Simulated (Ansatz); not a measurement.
**One shape, several levels: CH3BBrF (SMILES CB(F)Br)**

We compute a comparison of 6 runs (HF/3-21G, HF/def2-SVP, B3LYP/6-31G*, PBE0/def2-SVP, SVWN5/def2-SVP, CAM-B3LYP/pcseg-2) of CH3BBrF. 

The results are computed with Ansatz 0.2.0.

6 further runs of the same task are left out: 3 that didn't finish, 3 set aside as unsound or not needed.

### 1 The system as given

CH3BBrF has 7 atoms, charge 0, and is taken as a singlet. SMILES: `CB(F)Br`. The coordinates come from a PBE0-D4/def2-TZVP relaxation.

Bond lengths: C1–B2 1.552 Å, B2–F3 1.318 Å, B2–Br4 1.925 Å, C1–H5 1.088 Å, C1–H6 1.096 Å, C1–H7 1.095 Å. Angles: C1–B2–F3 120.7°, C1–B2–Br4 123.2°, F3–B2–Br4 116.1°, B2–C1–H5 113.9°, B2–C1–H6 109.2°, B2–C1–H7 109.4°, H5–C1–H6 108.9°, H5–C1–H7 109.1°, H6–C1–H7 106.0°.

### 2 Energy and gradient at HF/3-21G (run 1)

File run.yaml:

```yaml
crystal:
  periodic: [false, false, false]
  atoms:
    - {symbol: C, position_ang: [-0.030200, 0.733400, -0.071900]}
    - {symbol: B, position_ang: [0.132700, -0.795400, 0.136500]}
    - {symbol: F, position_ang: [1.023100, -1.268700, 0.985300]}
    - {symbol: Br, position_ang: [-0.923700, -2.104500, -0.798900]}
    - {symbol: H, position_ang: [-0.783100, 0.999600, -0.810600]}
    - {symbol: H, position_ang: [-0.288900, 1.202500, 0.883700]}
    - {symbol: H, position_ang: [0.931400, 1.165100, -0.369800]}
basis:
  gaussian:
    orbitals: 3-21G-spherical.json
output: {forces: true, orbitals: {seedname: orbitals}}
hamiltonian:
  xc: hf
accuracy: high
```

The basis set 3-21G is read from a file made from the Basis Set Exchange's data (not shown).

Run with:

```
ansatz run run.yaml --threads 1 --pin off --max-ram 2610MiB --events-out events.jsonl --progress --plain --runs-dir runs
```

The program printed:

```text
Warning: RAYON_NUM_THREADS=1 ignored (pool sized by the plan → 1); use --threads N
Functional definition: HF
  name "HF"
  exchange = exact_x
  correlation = 0
1073 factors; integrals over basis functions are off by at most 6.1e-9 eV
mean field evaluation 1: about -74094.9515 eV, gradient 2.6e1 eV
mean field evaluation 2: about -74095.1378 eV, gradient 2.6e1 eV
mean field evaluation 4: about -74096.7882 eV, gradient 2.3e0 eV
mean field evaluation 8: about -74096.8095 eV, gradient 1.1e-1 eV
mean field evaluation 16: about -74096.8096 eV, gradient 1.9e-8 eV
mean field -74096.80959994 eV, -2723.0075281765 hartree, gradient 1.9e-8 eV, S^2 0.000000; 0 other end points of the search recorded, 0 dependent functions left out
the calculation of the forces begins
reference -74096.80959994 eV, -2723.0075281765 hartree; 29, 29 occupied and 26, 26 virtual orbitals, 1073 factors
Total energy: -74096.80959994 eV, -2723.0075281765 hartree
Atom 0 at    -0.030200     0.733400    -0.071900 Å, force    -0.004879     0.274637    -0.010722 eV/Å
Atom 1 at     0.132700    -0.795400     0.136500 Å, force    -0.605960     0.812083    -0.606933 eV/Å
Atom 2 at     1.023100    -1.268700     0.985300 Å, force     1.068842    -0.510351     1.018812 eV/Å
Atom 3 at    -0.923700    -2.104500    -0.798900 Å, force    -0.451819    -0.507776    -0.400175 eV/Å
Atom 4 at    -0.783100     0.999600    -0.810600 Å, force     0.194237    -0.008574     0.185774 eV/Å
Atom 5 at    -0.288900     1.202500     0.883700 Å, force     0.014492    -0.030513    -0.208317 eV/Å
Atom 6 at     0.931400     1.165100    -0.369800 Å, force    -0.214912    -0.029507     0.021562 eV/Å
Dipole moment:     0.021082     0.443293     0.004572 e Å
```

Run time: 2.1 s. Hardware: 1 thread of Arm Neoverse N1, shared host; peak memory 0.12 GiB.

### 3 Energy and gradient at HF/def2-SVP (run 2)

File job.yaml:

```yaml
crystal:
  periodic: [false, false, false]
  atoms:
    - symbol: C
      position_ang: [-0.030200, 0.733400, -0.071900]
    - symbol: B
      position_ang: [0.132700, -0.795400, 0.136500]
    - symbol: F
      position_ang: [1.023100, -1.268700, 0.985300]
    - symbol: Br
      position_ang: [-0.923700, -2.104500, -0.798900]
    - symbol: H
      position_ang: [-0.783100, 0.999600, -0.810600]
    - symbol: H
      position_ang: [-0.288900, 1.202500, 0.883700]
    - symbol: H
      position_ang: [0.931400, 1.165100, -0.369800]
basis:
  gaussian:
    orbitals: def2-SVP
hamiltonian:
  xc: hf
output:
  forces: true
  orbitals: {seedname: orbitals}
accuracy: high
```

Run with:

```
ansatz run job.yaml --threads 1 --pin off --max-ram 2610MiB --events-out events.jsonl --progress --plain --runs-dir runs
```

The program printed (excerpt; [...] marks lines left out):

```text
Warning: RAYON_NUM_THREADS=1 ignored (pool sized by the plan → 1); use --threads N
[... 2 set-up lines as earlier in the session ...]
[...]
1897 factors; integrals over basis functions are off by at most 8.3e-9 eV
[...]
mean field -74445.57899754 eV, -2735.8245671339 hartree, gradient 1.9e-8 eV, S^2 0.000000; 0 other end points of the search recorded, 0 dependent functions left out
[...]
reference -74445.57899754 eV, -2735.8245671339 hartree; 29, 29 occupied and 60, 60 virtual orbitals, 1897 factors
Total energy: -74445.57899754 eV, -2735.8245671339 hartree
Atom 0 at    -0.030200     0.733400    -0.071900 Å, force     0.018541     0.454528     0.001012 eV/Å
Atom 1 at     0.132700    -0.795400     0.136500 Å, force     0.361865    -0.395358     0.346803 eV/Å
Atom 2 at     1.023100    -1.268700     0.985300 Å, force    -0.251545     0.186335    -0.239882 eV/Å
Atom 3 at    -0.923700    -2.104500    -0.798900 Å, force    -0.108379    -0.160388    -0.093202 eV/Å
Atom 4 at    -0.783100     0.999600    -0.810600 Å, force     0.017168    -0.001054     0.015205 eV/Å
Atom 5 at    -0.288900     1.202500     0.883700 Å, force    -0.009637    -0.041626    -0.022827 eV/Å
Atom 6 at     0.931400     1.165100    -0.369800 Å, force    -0.028012    -0.042436    -0.007108 eV/Å
Dipole moment:    -0.006453     0.387783    -0.019429 e Å
```

Wall time 7.5 s (1 thread of Arm Neoverse N1, shared host); peak memory 0.26 GiB.

Runs 3 to 5 aren't shown in full; the table further down has their settings and results.

### 4 Energy and gradient at CAM-B3LYP/pcseg-2 (run 6)

File molecule.yaml:

```yaml
crystal:
  periodic: [false, false, false]
  atoms:
    - {symbol: C, position_ang: [-0.030200, 0.733400, -0.071900]}
    - {symbol: B, position_ang: [0.132700, -0.795400, 0.136500]}
    - {symbol: F, position_ang: [1.023100, -1.268700, 0.985300]}
    - {symbol: Br, position_ang: [-0.923700, -2.104500, -0.798900]}
    - {symbol: H, position_ang: [-0.783100, 0.999600, -0.810600]}
    - {symbol: H, position_ang: [-0.288900, 1.202500, 0.883700]}
    - {symbol: H, position_ang: [0.931400, 1.165100, -0.369800]}
basis:
  gaussian:
    orbitals: pcseg-2
hamiltonian:
  xc: {name: CAM-B3LYP}
accuracy: high
output: {forces: true, orbitals: {seedname: orbitals}}
```

Run with:

```
ansatz run molecule.yaml --threads 1 --pin off --max-ram 2610MiB --events-out events.jsonl --progress --plain --runs-dir runs
```

The program printed (excerpt; [...] marks lines left out):

```text
Warning: RAYON_NUM_THREADS=1 ignored (pool sized by the plan → 1); use --threads N
Functional definition: CAM-B3LYP
  name "CAM-B3LYP"
[...]
3005 factors; integrals over basis functions are off by at most 5.3e-9 eV
448 factors; integrals over basis functions are off by at most 1.7e-9 eV
[...]
mean field -74533.30908504 eV, -2739.0485883837 hartree, gradient 1.1e-8 eV, S^2 0.000000; 0 other end points of the search recorded, 0 dependent functions left out
[...]
reference -74533.30910410 eV, -2739.0485890843 hartree; 29, 29 occupied and 146, 146 virtual orbitals, 3005 factors
Total energy: -74533.30910410 eV, -2739.0485890843 hartree
Atom 0 at    -0.030200     0.733400    -0.071900 Å, force     0.034327     0.031868     0.029512 eV/Å
Atom 1 at     0.132700    -0.795400     0.136500 Å, force     0.045190     0.040028     0.036423 eV/Å
Atom 2 at     1.023100    -1.268700     0.985300 Å, force    -0.070249     0.048321    -0.066205 eV/Å
Atom 3 at    -0.923700    -2.104500    -0.798900 Å, force    -0.005980    -0.032085    -0.003040 eV/Å
Atom 4 at    -0.783100     0.999600    -0.810600 Å, force     0.067387    -0.018695     0.065854 eV/Å
Atom 5 at    -0.288900     1.202500     0.883700 Å, force     0.018301    -0.035443    -0.085652 eV/Å
Atom 6 at     0.931400     1.165100    -0.369800 Å, force    -0.088976    -0.033993     0.023108 eV/Å
Dipole moment:    -0.007854     0.358318    -0.019707 e Å
```

Run time: 65 s. Hardware: 1 thread of Arm Neoverse N1, shared host; peak memory 0.9 GiB.

### 5 The series

| run | level | energy (Eh) | dipole moment (D) | HOMO energy (eV) | LUMO energy (eV) | wall time |
| --- | --- | --- | --- | --- | --- | --- |
| 1 | HF/3-21G | -2723.007528 | 2.13 | -11.23 | 3.39 | 2.1 s |
| 2 | HF/def2-SVP | -2735.824567 | 1.87 | -11.41 | 3.26 | 7.5 s |
| 3 | B3LYP/6-31G* (spherical functions) | -2738.583663 | 1.77 | -8.02 | -0.60 | 17 s |
| 4 | PBE0/def2-SVP | -2737.955812 | 1.68 | -8.33 | -0.55 | 17 s |
| 5 | SVWN5/def2-SVP | -2733.593337 | 1.61 | -7.07 | -1.73 | 9.3 s |
| 6 | CAM-B3LYP/pcseg-2 | -2739.048589 | 1.72 | -9.85 | 0.41 | 65 s |

### 6 What came out

| quantity | value |
| --- | --- |
| run 6: total energy | -2739.04859 Eh |
| run 6: dipole moment | 1.72 D |
| run 6: HOMO energy | -9.85 eV |
| run 6: LUMO energy | 0.41 eV |
| run 6: HOMO–LUMO gap | 10.26 eV |
| run 6: largest force on an atom | 0.108 eV/Å |

In words: The dipole moment (its size) runs from 1.61 D (SVWN5/def2-SVP) to 2.13 D (HF/3-21G). The two ends differ in method and basis. The HOMO–LUMO gap runs from 5.34 eV (SVWN5/def2-SVP) to 14.67 eV (HF/def2-SVP). Exact exchange widens orbital gaps. Totals of different functionals can't be ranked against each other. All runs together took 2 min, the longest 65 s.
